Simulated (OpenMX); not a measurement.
## HPbNO4 in OpenMX: the effect of biaxial strain

Crystal: HPbNO4.

```
H Pb N O
1.0
     4.10430   -0.00038    0.00636
    -2.00063    4.99944   -0.04907
    -2.03882   -1.79111    4.91491
H Pb N O
1 1 1 4
Direct
  0.99073 0.03330 0.90994
  0.50274 0.81989 0.14287
  0.00838 0.47408 0.50265
  0.99816 0.92741 0.02877
  0.19467 0.73435 0.60852
  0.81673 0.35882 0.24556
  0.01381 0.33121 0.65217
```

The cell was built by a generator and needn't be a form met in nature.

Alike in all runs:

```yaml
Program: OpenMX 3.8.5
Task: band structure
Functional: PBE
Potentials_or_basis: OpenMX 2013 PBE set, H6.0-s2p1, Pb8.0-s3p2d2f1, N6.0-s2p2d1, O6.0-s2p2d1, grid cutoff 500 Ry
k_mesh: 7 × 5 × 5
Occupations: fermi-dirac, width 0.05 eV
Spin: no spin polarisation
```

```tsv
biaxial strain	gap on the mesh (eV)	pressure (GPa)	largest force (eV/Å)
-4 %	3.08	9.9	4.10
-2 %	3.03	5.6	2.49
0 %	2.97	2.1	1.13
2 %	?	?	?
4 %	2.83	-3.2	1.06
```

Problem. What does the run with biaxial strain 2 % give?

Solution. gap on the mesh 2.90 eV; pressure -0.8 GPa; largest force 0.91 eV/Å.

Worked out: A straight line through the other rows of the gap on the mesh, of slope -0.0316 eV per %, gives 2.90 eV, against the run's 2.90. A parabola through the other rows of the pressure, of slope -1.31 GPa per % there, gives -0.9 GPa, against the run's -0.8. A parabola through the other rows of the largest force, of slope -0.0477 eV/Å per % there, gives 0.80 eV/Å, against the run's 0.91.

Caveats: spin-orbit coupling is left out, which as a rule narrows the gap of such compounds by several tenths of an eV; the basis of atomic orbitals isn't converged, which shifts pressures, moduli and gaps; forces of over 1 eV/Å show positions far from the minimum, so gaps and moduli don't describe the material at rest (some runs).

